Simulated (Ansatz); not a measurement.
# C3H5Br: the cost of one run

Computed with the Python package of Ansatz 0.2.0. Level of theory: PBE0/def2-SVP.

## Step 1: The structure

Bond lengths: C1–C2 1.278 Å, C2–C3 1.484 Å, C3–Br4 1.894 Å, C1–H5 1.126 Å, C1–H6 1.127 Å, C2–H7 1.104 Å, C3–H8 1.058 Å, C3–H9 1.145 Å. Angles: C1–C2–C3 124.0°, C1–C2–H7 118.6°, C3–C2–H7 117.4°, C2–C1–H5 123.0°, C2–C1–H6 125.0°, H5–C1–H6 111.8°, C2–C3–Br4 108.9°, C2–C3–H8 113.7°, C2–C3–H9 110.4°, Br4–C3–H8 112.2°, Br4–C3–H9 106.5°, H8–C3–H9 104.8°.

The script holds or builds the structure itself.

## Step 2: The code

Input file c3h5br.py:

```python
"""Stretching a bond of C3H5Br, the rest held rigid."""

import warnings

import ansatz
import numpy as np

GEOMETRY = """
C    -0.25780    1.28400   -0.44170
C     0.31340    0.14050   -0.42330
C     0.09600   -0.87750    0.63380
Br   -0.52200   -2.47640   -0.17210
H    -0.11870    2.02470   -1.27810
H    -1.01670    1.64000    0.31150
H     1.04880   -0.09580   -1.21200
H    -0.54010   -0.55190    1.41450
H     1.08560   -1.13390    1.15030
"""

warnings.simplefilter("ignore", ansatz.DeckWarning)

geometry = ansatz.Crystal.molecule()
for line in GEOMETRY.strip().splitlines():
    symbol, *xyz = line.split()
    geometry = geometry.atom(symbol, [float(v) for v in xyz])

symbols = [site.symbol for site in geometry.cartesian_sites]
start = np.array([site.position_ang for site in geometry.cartesian_sites])
axis = (start[2] - start[1]) / np.linalg.norm(start[2] - start[1])
moving = [2, 3, 7, 8]
lengths, energies = [1.26, 1.36, 1.48, 1.63, 1.85, 2.23, 2.67, 3.26], []
for length in lengths:
    xyz = start.copy()
    xyz[moving] += (length - np.linalg.norm(start[2] - start[1])) * axis
    point = ansatz.Crystal.molecule()
    for symbol, xyz in zip(symbols, xyz):
        point = point.atom(symbol, xyz.tolist())
    setup = (
        point.calculation()
        .basis(gaussian="def2-SVP")
        .functional("pbe0")
        .spin("collinear")
    )
    rep = setup.run(threads=1).report
    energies.append(rep["free_energy_ev"])
    print(f"r = {length:6.3f} A  E = {energies[-1]:.5f} eV  <S^2> = {abs(rep['mean_field']['state']['spin_squared']):.3f}")

print("energy above the lowest point (eV):", [round(e - min(energies), 3) for e in energies])
```

## Step 3: The run

On the command line:

```bash
$ python c3h5br.py
```

**Question.** How long does this script take on 1 thread of Arm Neoverse V2, shared host, and how much memory does it need?

About 59 s, with a peak of 0.37 GiB.
